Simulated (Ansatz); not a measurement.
# NaCuP: the cost of one run

Computed with Ansatz 0.2.0 (DFT PBE, scalar-relativistic, plane waves, PAW, unless a step's input says otherwise).

### Step 1. The starting structure

The structure is hexagonal, space group P6_3/mmc (No. 194). Conventional cell: a = 3.868 Å, b = 3.868 Å, c = 8.877 Å, α = 90.00°, β = 90.00°, γ = 120.00°. Na (site symmetry -3m) has 6 Cu at 3.15 Å and 6 P at 3.15 Å as nearest neighbours. Cu (site symmetry -6m2) is surrounded by 3 P at 2.23 Å. Around P (site symmetry -6m2) lie 3 Cu at 2.23 Å and 6 Na at 3.15 Å.

As a file:

```cif
data_structure
_symmetry_space_group_name_H-M 'P 1'
_symmetry_Int_Tables_number 1
_cell_length_a 3.8680
_cell_length_b 3.8680
_cell_length_c 8.8775
_cell_angle_alpha 90.000
_cell_angle_beta 90.000
_cell_angle_gamma 120.000
_cell_volume 115.02
loop_
_atom_site_label
_atom_site_type_symbol
_atom_site_fract_x
_atom_site_fract_y
_atom_site_fract_z
_atom_site_occupancy
Na1 Na 0.00000 0.00000 0.50000 1
Na2 Na 0.00000 0.00000 0.00000 1
Cu1 Cu 0.66667 0.33333 0.25000 1
Cu2 Cu 0.33333 0.66667 0.75000 1
P1 P 0.66667 0.33333 0.75000 1
P2 P 0.33333 0.66667 0.25000 1
```

The start is the relaxed end of an invented cell (made as: species swapped into a database cell of ErCuSn (P6_3/mmc, No. 194)), taken up again for a closer look.

### Step 2. The guess as it stands, on a coarse mesh

File input.yaml:

```yaml
crystal:
  lattice:
    - [3.8679571, 0.0, 0.0]
    - [-1.9339786, 3.3497491, 0.0]
    - [0.0, 0.0, 8.8774811]
  atoms:
    - { symbol: Na, position: [0.0, 0.0, 0.5] }
    - { symbol: Na, position: [0.0, 0.0, 0.0] }
    - { symbol: Cu, position: [0.6666667, 0.3333333, 0.25] }
    - { symbol: Cu, position: [0.3333333, 0.6666667, 0.75] }
    - { symbol: P, position: [0.6666667, 0.3333333, 0.75] }
    - { symbol: P, position: [0.3333333, 0.6666667, 0.25] }
basis:
  ecutwfc: 420
kpoints:
  mp_grid: { grid: [6, 6, 2] }
hamiltonian:
  xc: pbe
scf:
  occupations: { method: gaussian, width: 0.1 }
  lower_state_search: "off"
output:
  forces: true
  stress: true
  eigenvalues: true
```

Started as:

```sh
$ ansatz run input.yaml --threads 4 --pin off --max-ram 8192MiB --backend cpu --events-out ev --progress --plain --runs-dir out
```

**Question.** How long does this run take on 4 threads of Arm Neoverse V1, shared host, and how much memory does it need?

About 1.3 s, with a peak of 0.45 GiB.
